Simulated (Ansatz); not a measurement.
# CH₆GaN: one species, many methods

How much do the methods differ for CH₆GaN? The plan is to run it at one geometry with functionals of several rungs and with coupled cluster. The yardstick is the atomisation energy at the CCSD(T) limit.

Computed with Ansatz 0.2.0, Gaussian basis. Level: functionals in def2-TZVPP, the program's frozen cores in correlated methods.

Plan: LDA (SPW92), PBE-D4, revPBE-D4, BLYP-D4, r2SCAN-D4, B97M-V, PBE0-D4, B3LYP-D4, r2SCANh-D4, r2SCAN0-D4, HSE06-D4, BHLYP-D4, CAM-B3LYP-D4, LC-ωPBE, ωB97X-V, ωB97M-V, B2PLYP, PBE-QIDH; CCSD(T)/def2-SVP; CCSD(T)/def2-TZVPP; CCSD(T)/def2-QZVPP; extrapolation to the limit; RPA on PBE.

**1. The relaxed structure**

An earlier PBE0-D4 in a triple-zeta def2 set relaxation fixed the geometry.

9 atoms, charge 0, spin multiplicity 1.

Atoms are counted from 1 here; the program's logs count them from 0.

Bond lengths: C1–Ga2 1.962 Å, C1–H4 1.093 Å, C1–H5 1.093 Å, C1–H6 1.091 Å, Ga2–N3 1.819 Å, Ga2–H7 1.566 Å, N3–H8 1.006 Å, N3–H9 1.006 Å. Angles: Ga2–C1–H4 110.5°, Ga2–C1–H5 110.5°, Ga2–C1–H6 111.7°, H4–C1–H5 107.2°, H4–C1–H6 108.5°, H5–C1–H6 108.5°, C1–Ga2–N3 118.1°, C1–Ga2–H7 126.4°, N3–Ga2–H7 115.5°, Ga2–N3–H8 124.0°, Ga2–N3–H9 124.3°, H8–N3–H9 111.7°.

Coordinates:

```mol
CH6GaN
  3D, bonds by distance, orders not assigned

  9  8  0  0  0  0  0  0  0  0999 V2000
   -0.2791    0.9447   -1.1248 C   0  0
    0.5134   -0.5319   -0.1044 Ga  0  0
   -0.0682   -0.8076    1.5968 N   0  0
   -0.7560    0.5683   -2.0331 H   0  0
    0.4934    1.6522   -1.4356 H   0  0
   -1.0263    1.4835   -0.5401 H   0  0
    1.6179   -1.5213   -0.6087 H   0  0
    0.2765   -1.5366    2.1977 H   0  0
   -0.7716   -0.2513    2.0522 H   0  0
  1  2  8  0
  2  3  8  0
  1  4  8  0
  1  5  8  0
  1  6  8  0
  2  7  8  0
  3  8  8  0
  3  9  8  0
M  END
```

**2. LDA**

This LDA is Slater exchange with PW92 correlation.

in.yaml

```yaml
crystal:
  periodic: [false, false, false]
  atoms:
    - {symbol: C, position_ang: [-0.279100, 0.944668, -1.124790]}
    - {symbol: Ga, position_ang: [0.513388, -0.531858, -0.104388]}
    - {symbol: N, position_ang: [-0.068180, -0.807640, 1.596756]}
    - {symbol: H, position_ang: [-0.755984, 0.568332, -2.033077]}
    - {symbol: H, position_ang: [0.493364, 1.652233, -1.435637]}
    - {symbol: H, position_ang: [-1.026297, 1.483452, -0.540124]}
    - {symbol: H, position_ang: [1.617887, -1.521304, -0.608688]}
    - {symbol: H, position_ang: [0.276534, -1.536607, 2.197701]}
    - {symbol: H, position_ang: [-0.771612, -0.251286, 2.052236]}
basis:
  gaussian: {orbitals: def2-TZVPP}
hamiltonian: {xc: lda}
output: {orbitals: {seedname: orbitals}}
```

Command:

```
ansatz run in.yaml --threads 2 --pin off --events-out ev --progress --plain --max-ram 32768MiB --backend cpu
```

After this run come: PBE-D4 (GGA); revPBE-D4 (GGA); BLYP-D4 (GGA); r2SCAN-D4 (meta-GGA); B97M-V (meta-GGA); B3LYP-D4 (hybrid); r2SCANh-D4 (hybrid); r2SCAN0-D4 (hybrid); HSE06-D4 (hybrid); BHLYP-D4 (hybrid); CAM-B3LYP-D4 (range-separated); LC-ωPBE (range-separated); ωB97X-V (range-separated); ωB97M-V (range-separated); B2PLYP (double hybrid); PBE-QIDH (double hybrid); CCSD(T) in def2-SVP; CCSD(T) in def2-TZVPP; CCSD(T) in def2-QZVPP; RPA on PBE orbitals.

**Question.** What will the summary of the whole plan be? Wanted: atomisation energy, CCSD(T)/CBS; farthest beyond LDA; mean size of error, GGA; mean size of error, meta-GGA; mean size of error, hybrid; mean size of error, range-separated; mean size of error, double hybrid; gap, smallest and largest; T1 diagnostic.

As calculated:

```
                               quantity                                                                                            value
        atomisation energy, CCSD(T)/CBS                                                                                    2936.1 kJ/mol
 functionals within 29.4 kJ/mol (1.0 %)  PBE-D4, r2SCAN-D4, B97M-V, PBE0-D4, B3LYP-D4, HSE06-D4, CAM-B3LYP-D4, LC-ωPBE, ωB97X-V, ωB97M-V
                    farthest beyond LDA                                                                          BHLYP-D4 (-86.6 kJ/mol)
                mean size of error, GGA                                                                                      32.9 kJ/mol
           mean size of error, meta-GGA                                                                                      15.1 kJ/mol
             mean size of error, hybrid                                                                                      40.5 kJ/mol
    mean size of error, range-separated                                                                                       8.5 kJ/mol
      mean size of error, double hybrid                                                                                      39.6 kJ/mol
              gap, smallest and largest                                                            4.74 eV (BLYP-D4), 11.84 eV (LC-ωPBE)
                          T1 diagnostic                                                                                           0.0129
triples share of the correlation energy                                                                                            3.7 %
```

**Reading.** The LDA atomisation energy is off by 370.5 kJ/mol (13 %): it overbinds. PBE-D4 is off by +10.4 kJ/mol. Double hybrids carry the basis error of their MP2 part in triple zeta, and no dispersion term here, so their miss is partly the set-up's. The rungs range-separated, meta-GGA miss on average by less than the doubt on the reference (29.4 kJ/mol), so they tie. The reference freezes the cores and leaves out relativity and excitations past (T), and its outer-core shells are covered unevenly, so misses under about 29.4 kJ/mol can't be ranked. Hartree-Fock recovers 71 % of the binding; the rest is correlation. CCSD(T) in def2-SVP is off by -181.2 kJ/mol, so the small basis spoils what the method gains. The gap grows from 4.7 to 11.8 eV across the functionals, mostly with the share of exact exchange. Correlated methods include outer-core shells of Ga, which these sets cover unevenly.
